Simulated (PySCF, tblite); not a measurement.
# C₃H₁₃BO₂Si₃: geometry, infrared bands and NMR shifts

Wanted: the infrared bands and NMR shifts of C₃H₁₃BO₂Si₃ (`C=C[SiH2]C([SiH3])([SiH3])B(O)O`), by calculation.

Programs: tblite 0.8.0 and PySCF 2.14.0, with density-fitted response routines of our own. Each step states its level of theory. These are calculated values for one molecule in the gas phase, unless marked as measured. Atoms count from 0, in the outputs and in this text.

### Step 1. The molecule as given

22 atoms, charge 0, multiplicity 1; geometry from: force field or distance geometry start.

Bonds of the start (Å): C0–C1 1.35, C1–Si2 1.83, Si2–C3 1.88, C3–Si4 1.86, C3–Si5 1.86, C3–B6 1.61, B6–O7 1.48, B6–O8 1.48, C0–H9 1.07, C0–H10 1.09, C1–H11 1.08, Si2–H12 1.48, Si2–H13 1.47, Si4–H14 1.48, Si4–H15 1.45, Si4–H16 1.48, Si5–H17 1.47, Si5–H18 1.49, Si5–H19 1.47, O7–H20 1.01, O8–H21 1.01.

### Step 2. Geometry optimisation with GFN2-xTB

The job: settings as JSON, then the geometry in Å.

```
{"job": {"kind": "relax", "xc": "GFN2-xTB", "basis": "xTB"}, "charge": 0, "multiplicity": 1}
C      3.229700     0.964000    -0.229300
C      1.949700     1.141400    -0.626600
Si     0.563100     0.900200     0.544800
C     -0.746000    -0.278100    -0.106300
Si    -0.039900    -1.595900    -1.206700
Si    -2.141300     0.633900    -0.938900
B     -1.252100    -1.055100     1.211600
O     -1.880600    -0.150100     2.204300
O     -0.260100    -2.004400     1.766300
H      3.420000     0.686600     0.788200
H      4.017000     1.119700    -0.972600
H      1.781100     1.418300    -1.654300
H      1.088900     0.356000     1.813900
H     -0.146700     2.150600     0.837900
H      1.005500    -2.298900    -0.434300
H      0.616100    -1.019300    -2.370100
H     -1.087600    -2.557100    -1.601100
H     -3.166500    -0.333800    -1.361700
H     -2.667000     1.633600     0.030300
H     -1.591200     1.312500    -2.123200
H     -2.508400     0.426300     1.669300
H     -0.194200    -1.831500     2.757800
```

On the command line:

```sh
$ OMP_NUM_THREADS=1 python probes_run.py task.json out
```

One launch serves the whole session: the jobs run in the order shown.

Log:

```text
step      E/eV     max force
  0    -750.64989    4.254
  1    -751.26538    2.836
  2    -751.57344    1.825
  3    -751.67313    1.051
  4    -751.74323    0.524
  5    -751.77887    0.541
  6    -751.80688    0.497
  7    -751.83988    0.459
  8    -751.87795    0.582
  9    -751.91018    0.532
 10    -751.93205    0.290
 11    -751.94580    0.198
 12    -751.95422    0.232
 13    -751.96149    0.237
 14    -751.96807    0.221
 15    -751.97523    0.235
 16    -751.98365    0.255
 17    -751.99282    0.237
 18    -752.00117    0.227
 19    -752.00719    0.227
 20    -752.01312    0.169
 21    -752.01882    0.147
 22    -752.02597    0.148
 23    -752.03236    0.200
 24    -752.04072    0.215
 25    -752.04778    0.188
 26    -752.05363    0.176
 27    -752.05743    0.129
 28    -752.06023    0.130
 29    -752.06306    0.119
 30    -752.06647    0.141
 31    -752.06993    0.150
 32    -752.07237    0.095
 33    -752.07369    0.078
 34    -752.07463    0.069
 35    -752.07581    0.094
 36    -752.07736    0.114
 37    -752.07900    0.115
 38    -752.08034    0.108
 39    -752.08155    0.095
 40    -752.08289    0.110
 41    -752.08424    0.121
 42    -752.08550    0.129
 43    -752.08676    0.101
 44    -752.08826    0.094
 45    -752.08987    0.135
 46    -752.09192    0.131
 47    -752.09386    0.157
 48    -752.09581    0.139
 49    -752.09768    0.103
 50    -752.09918    0.079
 51    -752.10027    0.082
 52    -752.10130    0.102
 53    -752.10252    0.101
 54    -752.10404    0.110
 55    -752.10550    0.079
 56    -752.10650    0.063
 57    -752.10718    0.056
 58    -752.10794    0.074
 59    -752.10898    0.084
 60    -752.11011    0.082
 61    -752.11104    0.070
 62    -752.11168    0.070
 63    -752.11224    0.066
 64    -752.11282    0.057
 65    -752.11343    0.061
 66    -752.11405    0.058
 67    -752.11473    0.068
 68    -752.11572    0.086
 69    -752.11705    0.095
 70    -752.11848    0.085
 71    -752.11968    0.073
 72    -752.12060    0.071
 73    -752.12144    0.077
 74    -752.12222    0.072
 75    -752.12281    0.059
 76    -752.12330    0.048
 77    -752.12377    0.055
 78    -752.12425    0.053
 79    -752.12478    0.051
 80    -752.12539    0.053
 81    -752.12616    0.054
 82    -752.12726    0.078
 83    -752.12873    0.111
 84    -752.13021    0.115
 85    -752.13153    0.102
 86    -752.13275    0.100
 87    -752.13412    0.128
 88    -752.13576    0.139
 89    -752.13762    0.103
 90    -752.13892    0.069
 91    -752.13973    0.058
 92    -752.14032    0.054
 93    -752.14121    0.057
 94    -752.14226    0.054
 95    -752.14304    0.056
 96    -752.14369    0.051
 97    -752.14437    0.054
 98    -752.14521    0.076
 99    -752.14632    0.108
100    -752.14755    0.088
101    -752.14884    0.112
102    -752.15033    0.089
103    -752.15177    0.122
104    -752.15317    0.162
105    -752.15445    0.158
106    -752.15601    0.087
107    -752.15769    0.097
108    -752.15896    0.098
109    -752.16034    0.092
110    -752.16148    0.070
111    -752.16247    0.081
112    -752.16352    0.082
113    -752.16440    0.071
114    -752.16480    0.062
115    -752.16500    0.036
116    -752.16517    0.024
117    -752.16536    0.035
118    -752.16558    0.035
119    -752.16583    0.038
120    -752.16612    0.046
121    -752.16642    0.053
122    -752.16674    0.061
123    -752.16709    0.068
124    -752.16735    0.036
125    -752.16761    0.027
126    -752.16776    0.021
127    -752.16788    0.023
128    -752.16800    0.028
129    -752.16824    0.043
130    -752.16853    0.045
131    -752.16882    0.032
132    -752.16903    0.027
133    -752.16918    0.023
134    -752.16930    0.025
135    -752.16940    0.020
136    -752.16950    0.023
137    -752.16962    0.026
138    -752.16974    0.022
139    -752.16982    0.019
140    -752.16988    0.016
141    -752.16993    0.016
142    -752.17000    0.021
143    -752.17009    0.026
144    -752.17019    0.021
145    -752.17026    0.018
146    -752.17031    0.021
147    -752.17037    0.021
148    -752.17045    0.020
149    -752.17056    0.017
150    -752.17066    0.019
151    -752.17073    0.017
152    -752.17078    0.013
153    -752.17081    0.009
```

Wall time 3.4 s (1 thread of Intel Xeon Platinum 8259CL at 2.50GHz, shared host); peak memory 0.18 GiB.

Along the way: (not every step is listed)

```csv
step,energy from step 0 (eV),largest force (eV/Å)
0,0.0000,4.2538
1,-0.6155,2.8360
2,-0.9235,1.8250
3,-1.0232,1.0512
4,-1.0933,0.5236
5,-1.1290,0.5410
6,-1.1570,0.4968
7,-1.1900,0.4588
8,-1.2281,0.5825
22,-1.3761,0.1481
36,-1.4275,0.1136
50,-1.4493,0.0791
64,-1.4629,0.0575
78,-1.4744,0.0535
92,-1.4904,0.0544
106,-1.5061,0.0875
120,-1.5162,0.0462
134,-1.5194,0.0247
148,-1.5206,0.0199
149,-1.5207,0.0168
150,-1.5208,0.0193
151,-1.5208,0.0174
152,-1.5209,0.0135
153,-1.5209,0.0094
```

Distances of close pairs at the start and the end, largest changes first:

```csv
bond,before (Å),after (Å),change (Å)
B6–O8,1.481,1.354,-0.127
B6–O7,1.483,1.365,-0.119
C3–Si4,1.856,1.910,+0.054
O7–H20,1.006,0.954,-0.052
O8–H21,1.009,0.959,-0.050
C1–Si2,1.831,1.879,+0.048
C3–Si5,1.863,1.901,+0.037
C3–B6,1.611,1.576,-0.036
```

The end geometry stands in the next job.

### Step 3. Harmonic vibrations with GFN2-xTB

The job: settings as JSON, then the geometry in Å.

```
{"job": {"kind": "ir", "xc": "GFN2-xTB", "basis": "xTB"}, "charge": 0, "multiplicity": 1}
C      3.040376     1.322765    -0.859695
C      1.763039     1.587168    -0.641060
Si     0.755076     0.868616     0.773180
C     -0.569797    -0.334869     0.118906
Si     0.236393    -1.835534    -0.745687
Si    -1.772302     0.541016    -1.064018
B     -1.373416    -0.906316     1.347837
O     -2.065724    -0.166366     2.261745
O     -1.367895    -2.250077     1.510704
H      3.597276     0.664971    -0.212301
H      3.593634     1.745044    -1.685476
H      1.255285     2.258904    -1.322942
H      1.648763     0.200478     1.731920
H      0.114236     1.998402     1.487049
H      1.153682    -2.523856     0.164865
H      1.003408    -1.348745    -1.902972
H     -0.779125    -2.770898    -1.232081
H     -2.858771    -0.356938    -1.471002
H     -2.386315     1.704093    -0.396638
H     -1.080589     1.019680    -2.263677
H     -2.058864     0.779496     2.134268
H     -1.858781    -2.578434     2.266226
```

Log:

```text
mode    cm-1     km/mol
  1      24.1      0.14
  2      33.6      0.09
  3      39.5      0.09
  4      95.4      0.33
  5     112.6      3.22
  6     128.0      1.13
  7     140.8      0.46
  8     164.1      1.80
  9     171.3      0.13
 10     191.1      1.76
 11     196.5      2.93
 12     285.2      0.12
 13     342.5      7.82
 14     360.0     10.71
 15     453.3     17.26
 16     476.1     34.12
 17     494.1     18.59
 18     509.7     25.48
 19     519.4     27.78
 20     530.0      9.74
 21     533.5     63.28
 22     547.0     18.20
 23     557.5     54.85
 24     592.5      7.77
 25     618.1    144.56
 26     699.4    138.73
 27     737.4    176.16
 28     772.3    176.21
 29     784.8    106.13
 30     787.5    122.60
 31     789.9    401.01
 32     799.2    315.85
 33     804.4    163.39
 34     812.3    536.46
 35     870.5    157.15
 36     875.4    402.62
 37     891.1    135.05
 38     917.5     26.01
 39     949.0    131.14
 40     962.2    179.52
 41    1006.7      9.83
 42    1028.9     14.95
 43    1229.3    563.92
 44    1258.5    371.99
 45    1274.5      1.47
 46    1422.7      1.68
 47    1674.2     15.00
 48    2099.2    283.90
 49    2161.1    464.56
 50    2189.9    223.82
 51    2196.6    259.25
 52    2228.0    284.10
 53    2244.0    239.26
 54    2252.0    580.81
 55    2258.7    331.72
 56    3027.8     39.59
 57    3069.4     46.11
 58    3100.9     42.98
 59    3590.0      7.87
 60    3666.5      8.61
```

It took 2.6 s on 1 thread of Intel Xeon Platinum 8259CL at 2.50GHz, shared host; peak memory 0.19 GiB.

Which atoms move in the most intense modes:

```csv
cm⁻¹,km/mol,atoms
790,401.0,"H19 18 %, H13 17 %, H18 16 %, H12 14 %"
812,536.5,"H15 23 %, H16 22 %, H19 14 %, H17 12 %"
875,402.6,C3 76 %
1229,563.9,"B6 65 %, O7 14 %"
1258,372.0,"B6 69 %, O8 18 %"
2161,464.6,H18 92 %
2252,580.8,"H14 70 %, H19 11 %"
2259,331.7,"H16 82 %, H14 11 %"
```

### Step 4. Nuclear shieldings: PBE0/pcSseg-1

Same as in step 3 but for these lines:

```diff
@@ -1,2 +1,2 @@
-{"job": {"kind": "ir", "xc": "GFN2-xTB", "basis": "xTB"}, "charge": 0, "multiplicity": 1}
+{"job": {"kind": "nmr", "xc": "PBE0", "basis": "pcSseg-1"}, "charge": 0, "multiplicity": 1}
 C      3.040376     1.322765    -0.859695
```

With the program's defaults for keys left out, this is: GIAO PBE0/pcSseg-1 NMR shielding, non-relativistic, gas phase.

Log:

```text
coarse grid: 19448 points
cycle   1  E = -1165.0173425128  dE =  8.048e-01  |g| = 9.126e-01  |ddm| = 4.198e+00
cycle   2  E = -1164.8955421433  dE =  1.218e-01  |g| = 1.223e+00  |ddm| = 1.677e+00
cycle   3  E = -1165.1753710412  dE = -2.798e-01  |g| = 7.771e-02  |ddm| = 1.085e+00
cycle   4  E = -1165.1762551344  dE = -8.841e-04  |g| = 3.767e-02  |ddm| = 8.135e-02
cycle   5  E = -1165.1765759970  dE = -3.209e-04  |g| = 8.703e-03  |ddm| = 3.706e-02
cycle   6  E = -1165.1765919115  dE = -1.591e-05  |g| = 3.387e-03  |ddm| = 1.148e-02
cycle   7  E = -1165.1765947862  dE = -2.875e-06  |g| = 4.258e-04  |ddm| = 3.354e-03
final grid: 172864 points
cycle   8  E = -1165.2457349020  dE = -3.964e-05  |g| = 8.634e-03  |ddm| = 3.027e-02
cycle   9  E = -1165.2457211089  dE =  1.379e-05  |g| = 1.193e-02  |ddm| = 1.684e-02
cycle  10  E = -1165.2457507590  dE = -2.965e-05  |g| = 1.057e-03  |ddm| = 9.947e-03
cycle  11  E = -1165.2457510049  dE = -2.459e-07  |g| = 2.741e-04  |ddm| = 1.148e-03
cycle  12  E = -1165.2457510229  dE = -1.799e-08  |g| = 8.619e-05  |ddm| = 3.106e-04
cycle  13  E = -1165.2457510244  dE = -1.538e-09  |g| = 3.397e-05  |ddm| = 1.050e-04
cycle  14  E = -1165.2457510247  dE = -2.638e-10  |g| = 7.535e-06  |ddm| = 3.040e-05
converged SCF energy = -1165.2457510247

GIAO shielding tensors (ppm)
atom      isotropic    diamagn.    paramagn.     s11        s22        s33       span
  0 C       42.099     253.105    -211.006    -83.396     46.724    162.968    246.364
  1 C       48.102     263.910    -215.807    -71.464     35.159    180.612    252.077
  2 Si     386.633     883.846    -497.213    357.813    378.139    423.946     66.133
  3 C      200.318     268.875     -68.557    182.360    194.100    224.493     42.133
  4 Si     418.409     882.271    -463.862    387.704    397.327    470.196     82.491
  5 Si     418.648     882.195    -463.547    381.616    396.187    478.142     96.526
  6 B       72.305     196.358    -124.052     51.407     74.673     90.837     39.430
  7 O      204.938     389.718    -184.780     79.797    255.876    279.142    199.345
  8 O      211.268     387.141    -175.873    128.066    246.479    259.260    131.194
  9 H       25.499      31.866      -6.367     21.242     24.949     30.307      9.065
 10 H       25.224      28.388      -3.164     21.756     24.677     29.238      7.481
 11 H       25.224      32.969      -7.745     22.256     24.410     29.006      6.751
 12 H       27.222      32.256      -5.034     23.787     25.595     32.283      8.496
 13 H       27.014      32.183      -5.169     23.514     25.987     31.542      8.028
 14 H       27.509      31.064      -3.555     24.484     25.035     33.009      8.524
 15 H       27.848      31.855      -4.007     23.998     26.905     32.641      8.644
 16 H       27.508      30.651      -3.142     24.117     25.301     33.107      8.991
 17 H       27.631      30.218      -2.587     23.815     25.514     33.563      9.748
 18 H       27.568      31.171      -3.603     24.084     25.637     32.982      8.898
 19 H       27.617      31.235      -3.618     23.805     26.047     32.999      9.194
 20 H       27.454      34.761      -7.308     20.845     26.556     34.960     14.115
 21 H       27.560      29.505      -1.945     21.175     22.481     39.025     17.850
```

Run time: 98 s. Hardware: 1 thread of Intel Xeon Platinum 8259CL at 2.50GHz, shared host; peak memory 1.1 GiB.

Shifts follow as δ = σ(reference) − σ, with reference shieldings (ppm) from runs at the same level and on the same kind of geometry: ¹H TMS 31.72, ¹³C TMS 186.9, ²⁹Si TMS 349.2, ¹⁷O H2O 336.1, ¹¹B BF3·OEt2 100.1. The references are single molecules in the gas phase, so shifts against H2O, NH3, PH3, H3PO4 or CFCl3 are not on the usual liquid scales and can be off by tens of ppm. Atoms listed in one row are averaged.

```csv
atoms,environment,σ (ppm),δ (ppm),δ scaled to CDCl3
C0,terminal =CH2 carbon,42.1,144.8,139.4
C1,alkene CH,48.1,138.8,133.6
C3,fully substituted sp3 carbon bonded to B and 3 Si,200.3,-13.4,-15.0
H10,hydrogen on a terminal =CH2 carbon,25.22,6.49,6.23
H11,hydrogen on an alkene CH,25.22,6.49,6.23
H9,hydrogen on a terminal =CH2 carbon,25.50,6.22,5.97
"H12, H13",hydrogen on a silicon bonded to 2 C,27.12,4.60,–
"H20, H21",hydrogen on an oxygen bonded to B,27.51,4.21,–
"H14, H15, H16, H17, H18, H19",hydrogen on a silicon bonded to C,27.61,4.10,–
Si2,"silicon bonded to 2 C, 2 H",386.6,-37.5,–
"Si4, Si5","silicon bonded to C, 3 H",418.5,-69.4,–
B6,"boron bonded to C, 2 O",72.3,27.8,–
"O7, O8","oxygen bonded to B, H",208.1,128.0,–
```

The scaled column applies a straight-line fit of computed shieldings to shifts measured in CDCl3 (root-mean-square error 0.16 ppm for H, 1.9 ppm for C).

Charges from the same density, by scheme (e):

```csv
atoms,Mulliken,IAO,Hirshfeld,ESP fit
C0,-0.14,-0.27,-0.08,-0.35
C1,-0.49,-0.42,-0.13,-0.22
Si2,0.66,0.75,0.32,0.35
C3,-1.32,-0.91,-0.30,-0.47
"Si4, Si5",0.49,0.60,0.29,0.31
B6,0.72,0.48,0.23,0.74
"O7, O8",-0.42,-0.55,-0.24,-0.72
```

Mayer bond orders: C0–C1 2.00, C1–Si2 0.89, Si2–C3 0.85, C3–Si4 0.84, C3–Si5 0.88, C3–B6 0.86, B6–O7 1.18, B6–O8 1.22.

Orbitals, density, ELF and potential are computed afterwards from the orbital file.

Frontier orbitals at PBE0/pcSseg-1, with the share of their density that lies nearest to each atom:

```csv
orbital,energy (eV),lies on
HOMO,-7.99,"C0, C1 about 32 % each; C3 9 %"
LUMO,-0.54,"C0, C1 about 24 % each; H9, H10 about 7 % each; Si2 7 %"
```

ELF in a plane through or near 5 of the atoms.

Ten even steps from ' ' (0.00) to '@' (1.00):
```
                                                        
                                                        
                                                        
                            --%%%%**                    
                            **@@@@@@::                  
                ::::        ==@@@@##                    
              --%%%%::      ..----..                    
              ==%%@@++......::::..    ..                
      ..====::==++::##**--**##**++--::::..              
      ##@@@@%%**%%::%%##==%%==::%%##::..                
      @@@@@@@@::%%##**====##==..%%**::==::              
      ++%%%%##++**==..  ..==####++::**##++..            
          ..::++==..    ..::====  ..%%%%##..            
              ::..      --##%%##....%%%%==              
                      ..%%@@@@@@--  ::--..              
                      ..@@@@@@@@**                      
                        %%@@@@@@++                      
                        ..==**==                        
                                                        
                                                        
```
The map spans 13.9 Å across and 10.7 Å up, centred on the molecule. Atoms in the plane (x, y in Å): C0 (-3.4, -0.3), C1 (-2.4, 0.6), C3 (0.7, 0.0), H10 (-4.3, -0.2), H14 (0.2, -2.8).

log10 of the density (e/Å³) in the same plane.

Ten even steps from ' ' (-4.0) to '@' (0.8):
```
                                                        
                            ........                    
                        ....::----::..                  
                      ..::--========--..                
              ..::::::::----==++++++--::..              
          ..::--====------==++****++==::::              
        ..::--++****++====++++****++====--..            
      ::--====**##%%##**++********++++++==::..          
    ..--==++**##%%@@%%##**########****++++--::          
    ::==**%%%%%%%%%%%%######%%@@%%####**++--::          
  ..::++**%%%%@@%%%%##****##%%@@%%%%##**++==::          
    ::==**##%%%%##**++++**####%%####%%%%##++--..        
    ..--==++******++====++**####****%%%%##++==..        
      ..::--======----==**######****####**++--          
          ::::::::::--==**##%%##**++++++==--..          
                  ..::--++**####++==----::..            
                    ::--==++**++==--::..                
                    ..::----==----::..                  
                        ....::::..                      
                                                        
```
The map spans 13.9 Å across and 10.7 Å up, centred on the molecule. Atoms in the plane (x, y in Å): C0 (-3.4, -0.3), C1 (-2.4, 0.6), C3 (0.7, 0.0), H10 (-4.3, -0.2), H14 (0.2, -2.8).

On the surface of density 0.002 e/bohr³ the electrostatic potential runs, from the 1st to the 99th percentile, from -0.97 V near O8 to 2.16 V near H20.

### Step 5. Summary of results

| quantity | value |
| --- | --- |
| strongest single infrared mode (GFN2-xTB) | 2252 cm⁻¹, 581 km/mol |
| zero-point energy (GFN2-xTB) | 90.8 kcal/mol |
| ¹³C shifts against TMS (PBE0/pcSseg-1) | 144.8, 138.8, -13.4 ppm |
| ¹H shifts against TMS (PBE0/pcSseg-1, means over atoms taken as alike) | 6.49, 6.49, 6.22, 4.60, 4.21, 4.10 ppm |
| ²⁹Si shifts against TMS (PBE0/pcSseg-1, means over atoms taken as alike) | -37.5, -69.4 ppm |
| ¹¹B shifts against BF3·OEt2 (PBE0/pcSseg-1) | 27.8 ppm |
| ¹⁷O shifts against H2O (PBE0/pcSseg-1, means over atoms taken as alike) | 128.0 ppm |
| surface potential, 1st and 99th percentile | -0.97 V and 2.16 V |

What this shows: Relaxing lowered the energy by 1.521 eV in 153 steps; the close pair that moved most is B6–O8, from 1.481 to 1.354 Å. All 60 modes are real, so the xTB geometry is a minimum. The strongest single mode, at 2252 cm⁻¹, moves mainly H14. Unscaled tight-binding wavenumbers are off by several per cent, some by more. Its intensities can rank the bands wrongly. The most deshielded carbon is C0 (terminal =CH2 carbon), at 144.8 ppm: as expected for a trigonal carbon in a double bond. By nearest atom (PBE0/pcSseg-1), the HOMO sits on C0, C1 about 32 % each; C3 9 % and the LUMO on C0, C1 about 24 % each; H9, H10 about 7 % each.
